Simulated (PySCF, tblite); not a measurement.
# C5H8BClO2: geometry, infrared bands and NMR shifts

Wanted: the infrared bands and NMR shifts of C5H8BClO2 (`OB(O)CC#CCCCl`), by calculation.

The runs use tblite 0.8.0 and PySCF 2.14.0, with density-fitted response routines of our own; the level of theory stands in each step. All values are computed, except where a source is named. Atoms count from 0, in the outputs and in this text.

## Step 1: The molecule as given

17 atoms, charge 0, multiplicity 1; geometry from: force field or distance geometry start.

Bonds of the start (Å): O0–B1 1.48, B1–O2 1.48, B1–C3 1.58, C3–C4 1.45, C4–C5 1.21, C5–C6 1.48, C6–C7 1.50, C7–Cl8 1.78, O0–H9 0.98, O2–H10 0.98, C3–H11 1.10, C3–H12 1.11, C6–H13 1.11, C6–H14 1.11, C7–H15 1.12, C7–H16 1.11.

## Step 2: Relaxing the molecule with GFN2-xTB

Job settings and geometry (Å):

```
{"job": {"kind": "relax", "xc": "GFN2-xTB", "basis": "xTB"}, "charge": 0, "multiplicity": 1}
O      4.041000    -0.108500    -0.682600
B      2.724100     0.136900    -0.043200
O      2.763300     0.079800     1.430300
C      1.460800    -0.288800    -0.894100
C      0.205300     0.144800    -0.303500
C     -0.841500     0.502700     0.175700
C     -2.124300     0.948800     0.753300
C     -3.295800     0.540000    -0.082700
Cl    -4.801400     1.102200     0.680500
H      4.333900     0.663800    -1.216500
H      3.458400    -0.577900     1.656200
H      1.577000     0.125700    -1.902000
H      1.470100    -1.398100    -0.897800
H     -2.121400     2.050500     0.846300
H     -2.259800     0.441800     1.736600
H     -3.350500    -0.581800    -0.126900
H     -3.246100     0.879600    -1.139600
```

Run with:

```
> OMP_NUM_THREADS=1 python probes_run.py task.json out
```

One launch serves the whole session: the jobs run in the order shown.

**Question.** This job is followed by: GFN2-xTB harmonic vibrations, gas phase; GIAO PBE0/pcSseg-1 NMR shielding, non-relativistic, gas phase. What will the session give for the following? strongest single infrared mode (GFN2-xTB); zero-point energy (GFN2-xTB); ¹³C shifts against TMS (PBE0/pcSseg-1); ¹H shifts against TMS (PBE0/pcSseg-1, means over atoms taken as alike); ¹⁷O shifts against H2O (PBE0/pcSseg-1, means over atoms taken as alike); ¹¹B shifts against BF3·OEt2 (PBE0/pcSseg-1); ³⁵Cl shifts against HCl (PBE0/pcSseg-1); surface potential, 1st and 99th percentile.

**Answer**, as computed:

```
                                                               quantity                            value
                              strongest single infrared mode (GFN2-xTB)            1318 cm⁻¹, 285 km/mol
                                           zero-point energy (GFN2-xTB)                    78.2 kcal/mol
                                 ¹³C shifts against TMS (PBE0/pcSseg-1)  86.2, 80.7, 49.1, 26.6, 7.9 ppm
 ¹H shifts against TMS (PBE0/pcSseg-1, means over atoms taken as alike)       4.09, 3.54, 2.61, 1.68 ppm
¹⁷O shifts against H2O (PBE0/pcSseg-1, means over atoms taken as alike)                        125.2 ppm
                            ¹¹B shifts against BF3·OEt2 (PBE0/pcSseg-1)                         27.3 ppm
                                ³⁵Cl shifts against HCl (PBE0/pcSseg-1)                           96 ppm
                                  surface potential, 1st and 99th percentile               -1.45 V and 2.41 V
```

**Reading.** The optimisation took 62 steps and gained 1.318 eV; among the close pairs (by a distance rule), B1–O2 changed most, from 1.475 to 1.343 Å. The lowest mode is imaginary (23i cm⁻¹), so the xTB geometry is not a minimum. The strongest single mode, at 1318 cm⁻¹, moves mainly B1. GFN2-xTB is a fitted tight-binding method: band positions and strengths are rough. Its intensities can rank the bands wrongly. At PBE0/pcSseg-1: The largest span, 408 ppm, is at Cl8, where the paramagnetic term is -288 ppm.
